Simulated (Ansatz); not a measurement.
# C2H7NOSi: how energies converge with the basis set

How large a basis does C2H7NOSi need? Two functionals are run in growing sets.

Method: one geometry, several basis sets; program: Ansatz 0.2.0, Gaussian basis.

The runs, in order: PBE0-D4/def2-SVP; ωB97M-V/def2-SVP; PBE0-D4/def2-QZVPP; ωB97M-V/def2-QZVPP; the functionals' def2-TZVPP values are taken from earlier runs.

## Step 1: Structure used throughout

An earlier PBE0-D4 in a triple-zeta def2 set relaxation fixed the geometry.

SMILES `N[Si]1(O)CC1`, 12 atoms, charge 0, spin multiplicity 1.

Atoms are counted from 1 here; the program's logs count them from 0.

Bond lengths: N1–Si2 1.705 Å, N1–H6 1.007 Å, N1–H7 1.006 Å, Si2–O3 1.639 Å, Si2–C4 1.816 Å, Si2–C5 1.818 Å, O3–H8 0.959 Å, C4–C5 1.595 Å, C4–H9 1.086 Å, C4–H10 1.086 Å, C5–H11 1.087 Å, C5–H12 1.086 Å. Angles: Si2–N1–H6 121.3°, Si2–N1–H7 119.6°, H6–N1–H7 111.7°, N1–Si2–O3 110.6°, N1–Si2–C4 126.8°, N1–Si2–C5 119.0°, O3–Si2–C4 115.3°, O3–Si2–C5 122.1°, C4–Si2–C5 52.1°, Si2–O3–H8 115.4°, Si2–C4–C5 64.0°, Si2–C4–H9 121.0°, Si2–C4–H10 121.2°, C5–C4–H9 114.6°, C5–C4–H10 114.8°, H9–C4–H10 112.1°, Si2–C5–C4 63.9°, Si2–C5–H11 122.4° and more.

## Step 2: PBE0-D4 in def2-SVP

in.yaml

```yaml
crystal:
  periodic: [false, false, false]
  atoms:
    - {symbol: N, position_ang: [-1.526629, -0.226593, 1.088756]}
    - {symbol: Si, position_ang: [0.054667, -0.215691, 0.451707]}
    - {symbol: O, position_ang: [1.088509, -0.992407, 1.459546]}
    - {symbol: C, position_ang: [0.802646, 1.075415, -0.582971]}
    - {symbol: C, position_ang: [0.278536, -0.220071, -1.352708]}
    - {symbol: H, position_ang: [-1.738548, 0.210312, 1.971271]}
    - {symbol: H, position_ang: [-2.314620, -0.202850, 0.463136]}
    - {symbol: H, position_ang: [0.769993, -1.825825, 1.812310]}
    - {symbol: H, position_ang: [0.262937, 1.988861, -0.815264]}
    - {symbol: H, position_ang: [1.878870, 1.218567, -0.612898]}
    - {symbol: H, position_ang: [-0.543470, -0.047530, -2.042348]}
    - {symbol: H, position_ang: [1.064108, -0.817490, -1.806538]}
basis:
  gaussian: {orbitals: def2-SVP}
hamiltonian: {xc: pbe0, dispersion: d4}
output: {orbitals: {seedname: orbitals}}
```

Further steps of the session: ωB97M-V in def2-SVP; PBE0-D4 in def2-QZVPP; ωB97M-V in def2-QZVPP.

Q: Predict the results of all the runs planned. Wanted: PBE0-D4: double and triple zeta above quadruple; ωB97M-V: double and triple zeta above quadruple.

As calculated:

```
                                       quantity           value
PBE0-D4: double and triple zeta above quadruple  10.48, 0.62 eV
ωB97M-V: double and triple zeta above quadruple  10.70, 0.58 eV
```

For PBE0-D4 the step from double to triple zeta gains 9.87 eV and the next only 0.62 eV. Total energies overstate the basis error of differences, where much of it tends to cancel. The LUMO of ωB97M-V is positive and keeps falling with the basis (2.82 to 1.36 eV): an unbound level that the basis holds in place.
